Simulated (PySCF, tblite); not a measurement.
**C4H6F2OSi: geometry, infrared bands and NMR shifts**

Wanted: the infrared bands and NMR shifts of C4H6F2OSi (`O=C/C([SiH3])=C\C(F)F`), by calculation.

The runs use tblite 0.8.0 and PySCF 2.14.0, with density-fitted response routines of our own; the level of theory stands in each step. All values are computed, except where a source is named. Atoms count from 0, in the outputs and in this text.

### 1 The starting structure

14 atoms, charge 0, multiplicity 1; geometry from: force field or distance geometry start.

Bonds of the start (Å): O0–C1 1.26, C1–C2 1.45, C2–Si3 1.82, C2–C4 1.32, C4–C5 1.49, C5–F6 1.37, C5–F7 1.38, C1–H8 1.07, Si3–H9 1.48, Si3–H10 1.46, Si3–H11 1.47, C4–H12 1.08, C5–H13 1.13.

### 2 Geometry optimisation with GFN2-xTB

The job: settings as JSON, then the geometry in Å.

```
{"job": {"kind": "relax", "xc": "GFN2-xTB", "basis": "xTB"}, "charge": 0, "multiplicity": 1}
O      0.993600     2.310000     0.719900
C      0.097100     1.442300     0.525900
C      0.361500     0.122700    -0.005600
Si     2.068200    -0.306200    -0.477400
C     -0.612100    -0.754200    -0.174400
C     -2.035000    -0.461100     0.168200
F     -2.211100    -0.068600     1.469300
F     -2.593100     0.416700    -0.738700
H     -0.903400     1.693800     0.807500
H      2.296100    -0.144300    -1.927400
H      2.958500     0.595300     0.257700
H      2.456000    -1.674100    -0.113900
H     -0.339100    -1.710700    -0.586200
H     -2.537800    -1.461900     0.052900
```

Command:

```bash
$ OMP_NUM_THREADS=1 python probes_run.py task.json out
```

This one command runs all jobs of the session in turn.

**Question.** This job is followed by: GFN2-xTB harmonic vibrations, gas phase; GIAO PBE0/pcSseg-1 NMR shielding, non-relativistic, gas phase. Predict these results of the whole session: strongest single infrared mode (GFN2-xTB); zero-point energy (GFN2-xTB); 13C shifts against TMS (PBE0/pcSseg-1); 1H shifts against TMS (PBE0/pcSseg-1, means over atoms taken as alike); 17O shifts against H2O (PBE0/pcSseg-1); 29Si shifts against TMS (PBE0/pcSseg-1); 19F shifts against CFCl3 (PBE0/pcSseg-1, means over atoms taken as alike); surface potential, 1st and 99th percentile.

The runs gave:

| quantity | value |
| --- | --- |
| strongest single infrared mode (GFN2-xTB) | 2322 cm⁻¹, 338 km/mol |
| zero-point energy (GFN2-xTB) | 53.9 kcal/mol |
| 13C shifts against TMS (PBE0/pcSseg-1) | 201.7, 158.4, 155.7, 115.7 ppm |
| 1H shifts against TMS (PBE0/pcSseg-1, means over atoms taken as alike) | 10.71, 7.44, 6.52, 4.14 ppm |
| 17O shifts against H2O (PBE0/pcSseg-1) | 729.3 ppm |
| 29Si shifts against TMS (PBE0/pcSseg-1) | -73.1 ppm |
| 19F shifts against CFCl3 (PBE0/pcSseg-1, means over atoms taken as alike) | -114.1 ppm |
| surface potential, 1st and 99th percentile | -1.46 V and 1.68 V |

In words: Relaxing lowered the energy by 0.536 eV in 140 steps; the close pair that moved most is C2–Si3, from 1.822 to 1.904 Å. No mode is imaginary among the 36: a minimum at this level. The strongest single mode, at 2322 cm⁻¹, moves mainly H9 and H10. Unscaled tight-binding wavenumbers are off by several per cent, some by more. Its intensities can rank the bands wrongly. The most deshielded carbon is C1 (aldehyde carbonyl carbon), at 201.7 ppm: the double bond to the heteroatom, with no lone-pair donor beside it, deshields it most. H8 (hydrogen on an aldehyde carbonyl carbon) lies farthest downfield among hydrogen, at 10.71 ppm; deshielded by the polar, anisotropic C=O bond. At PBE0/pcSseg-1: Shielding is most anisotropic at O0 (span 1425 ppm, paramagnetic term -792 ppm). By nearest atom (PBE0/pcSseg-1), the HOMO sits on O0 59 %; H8 14 % and the LUMO on C4 26 %; O0 18 %.
